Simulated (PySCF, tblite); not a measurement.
# C7H17NSi: geometry, infrared bands and NMR shifts

Wanted: the infrared bands and NMR shifts of C7H17NSi (`C/C=C(/C)CC[SiH2]NC`), by calculation.

Programs: tblite 0.8.0 and PySCF 2.14.0, with density-fitted response routines of our own. Each step states its level of theory. These are calculated values for one molecule in the gas phase, unless marked as measured. Atoms are numbered from 0 throughout.

### 1 Starting geometry

26 atoms, charge 0, multiplicity 1; geometry from: force field or distance geometry start.

Bonds of the start (Å): C0–C1 1.47, C1–C2 1.35, C2–C3 1.49, C2–C4 1.48, C4–C5 1.51, C5–Si6 1.87, Si6–N7 1.78, N7–C8 1.45, C0–H9 1.14, C0–H10 1.08, C0–H11 1.12, C1–H12 1.10, C3–H13 1.11, C3–H14 1.13, C3–H15 1.10, C4–H16 1.12, C4–H17 1.08, C5–H18 1.12, C5–H19 1.09, Si6–H20 1.47, Si6–H21 1.46, N7–H22 1.06, C8–H23 1.12, C8–H24 1.10, C8–H25 1.13.

### 2 Geometry optimisation with GFN2-xTB

The job: settings as JSON, then the geometry in Å.

```
{"job": {"kind": "relax", "xc": "GFN2-xTB", "basis": "xTB"}, "charge": 0, "multiplicity": 1}
C     -2.525900     1.948900    -0.779400
C     -2.857500     0.580200    -0.370000
C     -1.940100    -0.303200     0.086700
C     -2.453500    -1.656100     0.459300
C     -0.515400     0.070700     0.194300
C      0.323500    -0.835800    -0.682400
Si     2.146600    -0.427100    -0.607000
N      2.811700    -0.387600     1.044300
C      3.855000     0.623600     1.093300
H     -3.484900     2.551100    -0.637600
H     -1.778200     2.473200    -0.208200
H     -2.345800     1.992700    -1.883700
H     -3.899900     0.243900    -0.403900
H     -3.218900    -2.017100    -0.263100
H     -2.917100    -1.582400     1.485700
H     -1.663400    -2.416100     0.550100
H     -0.142400    -0.084100     1.242900
H     -0.277300     1.086600    -0.102700
H      0.176300    -1.878300    -0.304800
H     -0.041400    -0.735000    -1.709500
H      2.415500     0.882800    -1.226600
H      2.842200    -1.481100    -1.342800
H      3.280100    -1.316100     1.255300
H      4.170300     0.732800     0.029000
H      4.675600     0.369900     1.772600
H      3.343900     1.586200     1.381000
```

On the command line:

```
$ OMP_NUM_THREADS=1 python probes_run.py task.json out
```

This one command runs all jobs of the session in turn.

**Question.** This job is followed by: GFN2-xTB harmonic vibrations, gas phase; GIAO PBE0/pcSseg-1 NMR shielding, non-relativistic, gas phase. Predict these results of the whole session: strongest single infrared mode (GFN2-xTB); zero-point energy (GFN2-xTB); ¹³C shifts against TMS (PBE0/pcSseg-1); ¹H shifts against TMS (PBE0/pcSseg-1, means over atoms taken as alike); ²⁹Si shifts against TMS (PBE0/pcSseg-1); ¹⁵N shifts against NH3 (PBE0/pcSseg-1).

As calculated:

| quantity | value |
| --- | --- |
| strongest single infrared mode (GFN2-xTB) | 2131 cm⁻¹, 383 km/mol |
| zero-point energy (GFN2-xTB) | 139.6 kcal/mol |
| ¹³C shifts against TMS (PBE0/pcSseg-1) | 146.7, 126.3, 33.0, 29.9, 27.1, 16.6, 15.6 ppm |
| ¹H shifts against TMS (PBE0/pcSseg-1, means over atoms taken as alike) | 5.47, 4.78, 2.82, 1.92, 1.83, 1.74, 0.72, -0.42 ppm |
| ²⁹Si shifts against TMS (PBE0/pcSseg-1) | -29.9 ppm |
| ¹⁵N shifts against NH3 (PBE0/pcSseg-1) | 11.9 ppm |

In words: Over 227 steps the energy fell by 1.078 eV; of the close pairs, Si6–N7 changed most, 1.781 to 1.718 Å. No mode is imaginary among the 72: a minimum at this level. The strongest single mode, at 2131 cm⁻¹, moves mainly H20. Unscaled tight-binding wavenumbers are off by several per cent, some by more. Its intensities can rank the bands wrongly. H12 (hydrogen on an alkene CH) lies farthest downfield among hydrogen, at 5.47 ppm; olefinic region. At PBE0/pcSseg-1: The widest tensor belongs to C2: span 231 ppm, with a paramagnetic part of -221 ppm.
